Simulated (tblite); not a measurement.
# H20P46: the cost of one run

Programs: tblite 0.8.0 and PySCF 2.14.0, with routines of our own; each step states its level. All values are computed. Atoms count from 0.

## (1) The system as given

66 atoms, charge 0, multiplicity 1; geometry from: force field, distance geometry or constructed start.

## (2) Optimising the geometry with GFN2-xTB

Job settings and geometry (Å):

```
{"job": {"kind": "relax", "xc": "GFN2-xTB", "basis": "xTB"}, "charge": 0, "multiplicity": 1}
P     -7.358500     2.360000    -0.621600
P     -9.002900     3.309100     0.613100
P    -10.630800     2.359500    -0.619000
P    -10.636700     0.476800     0.613800
P     -9.000700    -0.473600    -0.616600
P     -7.366700     0.471900     0.617400
P      4.090900    -0.470700    -0.623300
P      2.457900     0.475100     0.621500
P      0.820900    -0.474500    -0.620400
P      0.815400    -2.362600     0.621600
P      2.452400    -3.307700    -0.622100
P      4.088300    -2.363800     0.620000
P     -0.821600     2.362500    -0.615000
P     -2.452300     3.305900     0.617300
P     -4.093000     2.366900    -0.619800
P     -4.092700     0.473000     0.626300
P     -2.454100    -0.470500    -0.619100
P     -0.819300     0.469000     0.619000
P    -12.272900    -0.470600    -0.617500
P    -12.269500    -2.360900     0.622700
P    -10.638300    -3.302700    -0.618500
P     -9.000600    -2.360300     0.619800
P      2.457900     2.366400    -0.613400
P      0.814000     3.302200     0.618500
P     12.272800     2.364400    -0.619100
P     10.629900     3.305600     0.622500
P      9.000400     2.364100    -0.620700
P      8.999100     0.473000     0.621200
P     10.636600    -0.472000    -0.622000
P     12.273400     0.472800     0.623400
P     -5.723500     3.307100     0.618900
P     -5.729000    -0.471100    -0.619800
P     -5.728100    -2.361700     0.618100
P     -4.088700    -3.307800    -0.616300
P     -2.453300    -2.360000     0.616700
P      7.363900     3.308700     0.617100
P      5.726300     2.361900    -0.624100
P      5.728000     0.474900     0.617400
P      7.364500    -0.476300    -0.620100
P     -0.823000    -3.303100    -0.618800
P      5.727000    -3.308800    -0.616200
P      7.369300    -2.367400     0.623700
P      9.004600    -3.305500    -0.623600
P     10.638600    -2.362300     0.618200
P     -7.367100    -3.304800    -0.617600
P      4.088900     3.308100     0.616600
H     -8.997300     4.477100    -0.148700
H    -11.649900     2.949600     0.150400
H      2.456100    -4.476600     0.148300
H     -2.452600     4.477700    -0.146100
H    -13.286800     0.105600     0.151200
H    -13.279300    -2.945700    -0.148400
H    -10.636400    -4.477400     0.148200
H      0.814800     4.475400    -0.151100
H     13.286600     2.946100     0.149600
H     10.635500     4.480000    -0.147500
H     13.292500    -0.118600    -0.150000
H     -5.724400     4.484600    -0.148800
H     -4.090700    -4.477700     0.152100
H      7.362500     4.479000    -0.149100
H     -0.822000    -4.476100     0.149600
H      5.731000    -4.477300     0.146200
H      9.001400    -4.476300     0.148900
H     11.649400    -2.943500    -0.147000
H     -7.357700    -4.473700     0.150100
H      4.085900     4.478800    -0.146800
```

Run with:

```sh
$ OMP_NUM_THREADS=8 python large_run.py task.json out
```

One launch serves the whole session: the jobs run in the order shown.

**Question.** How long does this first job take on 8 threads of Arm Neoverse N1, shared host, and how much memory does it need?

About 20 s, with a peak of 0.16 GiB.
